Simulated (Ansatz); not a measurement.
**Alloy of GaAs and BAs (6 of 32 Ga sites exchanged), 64 atoms**

Wanted: the relaxed alloy cell and its gap (PBEsol and r²SCAN).

Program: Ansatz 0.2.0, PAW, plane waves. These are calculated values, not measurements.

## (1) The starting cell

64 atoms (26 Ga, 6 B, 32 As); a = 10.981 Å, b = 10.981 Å, c = 10.981 Å, α = 90.00°, β = 90.00°, γ = 90.00°. All atoms were shaken off their sites by about 0.02 Å along each axis.

Steps to follow: (2) PBEsol cell relaxation at the single k point (¼, ¼, ¼), on 1 × NVIDIA GB300 Max-Q with 8 threads of Arm Neoverse-V2; (3) r²SCAN single point at the single k point (¼, ¼, ¼), on 1 × NVIDIA GB300 Max-Q with 8 threads of Arm Neoverse-V2.

## (2) Relaxing cell and atoms with PBEsol

Contents of in.yaml:

```yaml
crystal:
  lattice:
    - [10.980995, 0.000000, 0.000000]
    - [0.000000, 10.980995, 0.000000]
    - [0.000000, 0.000000, 10.980995]
  atoms:
    - { symbol: Ga, position: [0.998268, 0.999139, 0.999207] }
    - { symbol: Ga, position: [0.998831, 0.001351, 0.500637] }
    - { symbol: Ga, position: [0.501003, 0.002428, 0.000697] }
    - { symbol: Ga, position: [0.500786, 0.001868, 0.499214] }
    - { symbol: Ga, position: [0.501767, 0.501579, 0.998472] }
    - { symbol: Ga, position: [0.498992, 0.499688, 0.500627] }
    - { symbol: Ga, position: [0.247570, 0.251933, 0.500832] }
    - { symbol: Ga, position: [0.250290, 0.750688, 0.000435] }
    - { symbol: Ga, position: [0.247544, 0.749801, 0.497802] }
    - { symbol: Ga, position: [0.752457, 0.246885, 0.000700] }
    - { symbol: Ga, position: [0.752294, 0.247395, 0.497751] }
    - { symbol: Ga, position: [0.748530, 0.752045, 0.001027] }
    - { symbol: Ga, position: [0.752764, 0.749598, 0.498434] }
    - { symbol: Ga, position: [0.249573, 0.000291, 0.250106] }
    - { symbol: Ga, position: [0.250923, 0.999956, 0.750559] }
    - { symbol: Ga, position: [0.249272, 0.500820, 0.248639] }
    - { symbol: Ga, position: [0.248636, 0.500663, 0.747959] }
    - { symbol: Ga, position: [0.753897, 0.997902, 0.749564] }
    - { symbol: Ga, position: [0.747998, 0.502084, 0.249358] }
    - { symbol: Ga, position: [0.001787, 0.250876, 0.250154] }
    - { symbol: Ga, position: [0.999465, 0.248451, 0.749961] }
    - { symbol: Ga, position: [0.999454, 0.750493, 0.251462] }
    - { symbol: Ga, position: [0.500329, 0.250040, 0.250618] }
    - { symbol: Ga, position: [0.499883, 0.248461, 0.747990] }
    - { symbol: Ga, position: [0.498300, 0.753310, 0.249104] }
    - { symbol: Ga, position: [0.503356, 0.750780, 0.751704] }
    - { symbol: B, position: [0.999857, 0.497624, 0.999211] }
    - { symbol: B, position: [0.998184, 0.499199, 0.497029] }
    - { symbol: B, position: [0.250848, 0.250755, 0.999305] }
    - { symbol: B, position: [0.750738, 0.999443, 0.252551] }
    - { symbol: B, position: [0.749718, 0.499785, 0.750803] }
    - { symbol: B, position: [0.999310, 0.749984, 0.749295] }
    - { symbol: As, position: [0.122682, 0.129993, 0.127066] }
    - { symbol: As, position: [0.126927, 0.118538, 0.625013] }
    - { symbol: As, position: [0.121898, 0.621465, 0.126869] }
    - { symbol: As, position: [0.124152, 0.621089, 0.622953] }
    - { symbol: As, position: [0.626199, 0.130936, 0.125364] }
    - { symbol: As, position: [0.630270, 0.124801, 0.624091] }
    - { symbol: As, position: [0.626763, 0.626008, 0.124017] }
    - { symbol: As, position: [0.624302, 0.623355, 0.625846] }
    - { symbol: As, position: [0.372597, 0.375895, 0.124321] }
    - { symbol: As, position: [0.377966, 0.375808, 0.622284] }
    - { symbol: As, position: [0.377075, 0.874393, 0.125355] }
    - { symbol: As, position: [0.377681, 0.871885, 0.626460] }
    - { symbol: As, position: [0.876033, 0.373335, 0.124422] }
    - { symbol: As, position: [0.871524, 0.375232, 0.620342] }
    - { symbol: As, position: [0.873700, 0.877198, 0.125598] }
    - { symbol: As, position: [0.872102, 0.875355, 0.626016] }
    - { symbol: As, position: [0.375652, 0.123198, 0.373326] }
    - { symbol: As, position: [0.375585, 0.126493, 0.874618] }
    - { symbol: As, position: [0.375328, 0.624446, 0.373447] }
    - { symbol: As, position: [0.374410, 0.623896, 0.877985] }
    - { symbol: As, position: [0.876164, 0.126886, 0.372177] }
    - { symbol: As, position: [0.875133, 0.125096, 0.875570] }
    - { symbol: As, position: [0.875294, 0.629513, 0.375395] }
    - { symbol: As, position: [0.873427, 0.624980, 0.874577] }
    - { symbol: As, position: [0.122372, 0.375384, 0.374620] }
    - { symbol: As, position: [0.124591, 0.376026, 0.875191] }
    - { symbol: As, position: [0.126633, 0.875674, 0.376083] }
    - { symbol: As, position: [0.127420, 0.872708, 0.877506] }
    - { symbol: As, position: [0.626828, 0.375300, 0.378640] }
    - { symbol: As, position: [0.625757, 0.374003, 0.875127] }
    - { symbol: As, position: [0.625140, 0.874952, 0.374811] }
    - { symbol: As, position: [0.623446, 0.873736, 0.876350] }
  symmetry: { detect: false }
kpoints:
  mp_grid: { grid: [1, 1, 1], shift: [0.25, 0.25, 0.25] }
hamiltonian:
  xc: pbesol
scf:
  occupations: { method: fermi_dirac, width: 0.01 }
relax:
  f_tol: 0.03
  max_steps: 80
  escape_saddle: false
  adjacent_minimum: "off"
  cell: { fix: [shape] }
output:
  forces: true
  eigenvalues: true
  populations: true
```

On the command line:

```
ansatz run in.yaml --threads 8 --pin off --max-ram 118750MiB --runs-dir r --events-out ev --progress --plain --backend cuda --devices 0,
```

After this run come: Single point with r²SCAN.

**Question.** What will these runs give? Wanted: for each run, top filled to lowest empty.

**Answer**, as computed:

```
             level         time  top filled to lowest empty (eV)
PBEsol, relaxation  9.9 s (GPU)                             1.18
            r²SCAN  6.7 s (GPU)                             1.59
```

| quantity | value |
| --- | --- |
| relaxation | 6 recorded steps, 7.71 eV gained |
| largest shift | 0.40 Å (As60) |
| relaxed cell | a = 10.979 Å, b = 10.979 Å, c = 10.979 Å, α = 90.00°, β = 90.00°, γ = 90.00° |
| mean bonds | As–B 2.146, As–Ga 2.438 Å |

**What this shows.** Relaxation gains 7.71 eV, with shifts up to 0.40 Å (As60), while the volume changes by -0.0 %. The mean lengths of the listed bonds run from As–B 2.15 Å to As–Ga 2.44 Å. Spin–orbit coupling is left out, which matters for the band edges of the heavier elements here. With one k point the spacing samples only the states that fold onto it, so it can exceed the gap over the zone.
